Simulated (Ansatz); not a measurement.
# TcS2: the cost of one run

Computed with Ansatz 0.2.0 (DFT LDA+U (U_eff = 1 eV on Tc d), plane waves, PAW, unless a step's input says otherwise).

2 further runs of the same task are left out: 2 that didn't finish. Runs told in other sessions of the task aren't counted.

### 1 The system as given

The structure is trigonal, space group P-3m1 (No. 164). Conventional cell: a = 3.557 Å, b = 3.557 Å, c = 5.738 Å, α = 90.00°, β = 90.00°, γ = 120.00°. Tc (site symmetry -3m) has 6 S at 2.51 Å in its first shell of neighbours. Around S (site symmetry 3m) lie 3 Tc at 2.51 Å.

Structure file:

```
CELL_PARAMETERS angstrom
3.55682 0.00000 0.00000
-1.77841 3.08030 5.73789
0.00000 0.00000 11.47577
ATOMIC_POSITIONS crystal
Tc 0.00000 0.00000 0.00000
S 0.33333 0.66667 0.79267
S 0.66667 0.33333 0.20733
Tc 0.00000 0.00000 0.50000
S 0.33333 0.66667 0.29267
S 0.66667 0.33333 0.70733
```

### 2 Ferromagnetic start, free, symmetry kept, no search

Input file input.yaml:

```yaml
crystal:
  lattice:
    - [3.55681887, 0.0, 0.0]
    - [-1.77840943, 3.0802955, 5.73788704]
    - [0.0, 0.0, 11.47577408]
  atoms:
    - { symbol: Tc, position: [0.0, 0.0, 0.0], spin: 3.0 }
    - { symbol: S, position: [0.3333333333, 0.6666666667, 0.7926666667] }
    - { symbol: S, position: [0.6666666667, 0.3333333333, 0.2073333333] }
    - { symbol: Tc, position: [0.0, 0.0, 0.5], spin: 3.0 }
    - { symbol: S, position: [0.3333333333, 0.6666666667, 0.2926666667] }
    - { symbol: S, position: [0.6666666667, 0.3333333333, 0.7073333333] }
basis:
  ecutwfc: 600
  ecutrho_ratio: 5
kpoints:
  mp_grid: { grid: [6, 6, 6] }
hamiltonian:
  xc: lda
  hubbard:
    sites: [{ site: 0, l: d, u_eff: 1.0 }, { site: 3, l: d, u_eff: 1.0 }]
scf:
  occupations: { method: gaussian, width: 0.05 }
  lower_state_search: "off"
  max_iter: 150
output:
  forces: true
  stress: true
  eigenvalues: true
  populations: true
  hubbard: { sites: [{ site: 0, l: d }, { site: 3, l: d }] }
magnetization:
  spin_polarized: true
```

The run is started by

```
> ansatz run input.yaml --threads 4 --pin off --max-ram 6144MiB --backend cpu --events-out ev --progress --plain --runs-dir out
```

**Question.** How long does this run take on 4 threads of Arm Neoverse N1, shared host, and how much memory does it need?

About 42 s, with a peak of 1.3 GiB.
